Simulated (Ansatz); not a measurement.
**GeH4OS: a barrier at many levels of theory**

Aim: the barrier and energy of one elementary step (O2–H4 formed, Ge1–O2 loosened, S3–H4 broken) from LDA up to coupled cluster, on fixed structures, to see where each rung fails.

Program: Ansatz 0.2.0, Gaussian basis. Level of theory: single points in def2-TZVPP on PBE0-D4/def2-TZVP structures. These are calculated values, not measurements.

Levels: SPW92, PBE-D4, BLYP-D4, r2SCAN-D4, B97M-V, PBE0-D4, B3LYP-D4, r2SCAN0-D4, BHLYP-D4, CAM-B3LYP-D4, wB97X-V, wB97M-V, B2PLYP, PBE-QIDH, RPA on PBE, Hartree-Fock, MP2, CCSD, CCSD(T). The reference is CCSD(T) at the basis limit, from triple and quadruple zeta. Zero-point energies come from PBE0-D4 vibrations.

Correlated methods freeze the cores. Filled d shells of the heavier atoms are correlated. B3LYP uses VWN-RPA correlation. B2PLYP carries no dispersion term here.

42 further runs of the same task are left out: 42 set aside as unsound or not needed.

## (1) Start, saddle and end, as given

Charge 0, multiplicity 1. The folders r, ts and p hold the start, the saddle and the end; their coordinates stand in the first inputs.

```csv
pair,r (Å),ts (Å),p (Å)
O2–H4,3.370,1.217,0.975
Ge1–O2,1.777,1.940,2.179
S3–H4,1.343,1.716,2.681
```

## (2) SPW92/def2-TZVPP

Input file r/in.yaml:

```yaml
crystal:
  periodic: [false, false, false]
  atoms:
    - {symbol: Ge, position_ang: [-0.190078, 0.312561, 0.461720]}
    - {symbol: O, position_ang: [1.397145, 0.730680, -0.218261]}
    - {symbol: S, position_ang: [-1.235695, -1.160354, -0.827060]}
    - {symbol: H, position_ang: [-0.334682, -2.132990, -0.610476]}
    - {symbol: H, position_ang: [-1.123474, 1.533419, 0.498039]}
    - {symbol: H, position_ang: [0.144986, -0.258159, 1.841588]}
    - {symbol: H, position_ang: [1.341797, 0.974743, -1.145549]}
basis:
  gaussian: {orbitals: def2-TZVPP}
hamiltonian: {xc: lda}
```

Input file ts/in.yaml:

```yaml
crystal:
  periodic: [false, false, false]
  atoms:
    - {symbol: Ge, position_ang: [-0.481417, 0.159336, 0.631172]}
    - {symbol: O, position_ang: [1.074839, -0.037028, -0.509755]}
    - {symbol: S, position_ang: [-1.223423, -1.503848, -0.470547]}
    - {symbol: H, position_ang: [0.318756, -0.899366, -0.917828]}
    - {symbol: H, position_ang: [-0.977921, 1.593695, 0.363748]}
    - {symbol: H, position_ang: [0.070274, 0.020224, 2.057513]}
    - {symbol: H, position_ang: [1.218893, 0.666886, -1.154303]}
basis:
  gaussian: {orbitals: def2-TZVPP}
hamiltonian: {xc: lda}
```

Input file p/in.yaml:

```yaml
crystal:
  periodic: [false, false, false]
  atoms:
    - {symbol: Ge, position_ang: [-0.673473, 0.068371, 0.667458]}
    - {symbol: O, position_ang: [1.134988, -0.008112, -0.545614]}
    - {symbol: S, position_ang: [-1.626807, -1.510634, -0.238888]}
    - {symbol: H, position_ang: [0.828513, -0.791391, -1.038499]}
    - {symbol: H, position_ang: [-0.954967, 1.551492, 0.331736]}
    - {symbol: H, position_ang: [0.078133, -0.020733, 2.008679]}
    - {symbol: H, position_ang: [1.213611, 0.710908, -1.184870]}
basis:
  gaussian: {orbitals: def2-TZVPP}
hamiltonian: {xc: lda}
```

Each run has its own folder and the same command.

The run is started by

```
$ ansatz run in.yaml --threads 2 --pin off --events-out ev --progress --plain --max-ram 4352MiB
```

After this run come: PBE-D4/def2-TZVPP; BLYP-D4/def2-TZVPP; r2SCAN-D4/def2-TZVPP; B97M-V/def2-TZVPP; PBE0-D4/def2-TZVPP; B3LYP-D4/def2-TZVPP; r2SCAN0-D4/def2-TZVPP; BHLYP-D4/def2-TZVPP; CAM-B3LYP-D4/def2-TZVPP; wB97X-V/def2-TZVPP; wB97M-V/def2-TZVPP; B2PLYP/def2-TZVPP; PBE-QIDH/def2-TZVPP; RPA on PBE/def2-TZVPP; CCSD(T)/def2-TZVPP; MP2/def2-QZVPP; Vibrations of the start structure; Vibrations of the end structure.

**Question.** What will these runs give? Wanted: barrier, CCSD(T)/CBS; reverse barrier, CCSD(T)/CBS; step energy, CCSD(T)/CBS; barrier with zero-point energy; step energy with zero-point energy; imaginary mode at the saddle; largest T1 diagnostic.

**Answer**, as computed:

```
                          quantity          value
              barrier, CCSD(T)/CBS   131.2 kJ/mol
      reverse barrier, CCSD(T)/CBS    36.0 kJ/mol
          step energy, CCSD(T)/CBS   +95.2 kJ/mol
    barrier with zero-point energy   125.8 kJ/mol
step energy with zero-point energy  +101.9 kJ/mol
      imaginary mode at the saddle     1205i cm⁻¹
             largest T1 diagnostic          0.014
```

In words: Among the functionals wB97M-V lands nearest to CCSD(T)/CBS (-0.2 kJ/mol) and SPW92 farthest (-41.9 kJ/mol). Mean unsigned error by rung: LDA 41.9, GGA 17.4, meta-GGA 6.5, hybrid 7.3, range-separated hybrid 3.7, double hybrid 0.8 kJ/mol. PBE-D4 gives a barrier 23.8 kJ/mol too low, outside chemical accuracy (1 kcal/mol, 4.2 kJ/mol). The barrier rises with the share of exact exchange, from BLYP-D4 through B3LYP-D4 to BHLYP-D4 (-11.1, -0.6, +16.8 kJ/mol). Hartree-Fock, with no correlation, is off by +51.4 kJ/mol. Zero-point motion lowers the barrier by 5.5 kJ/mol.
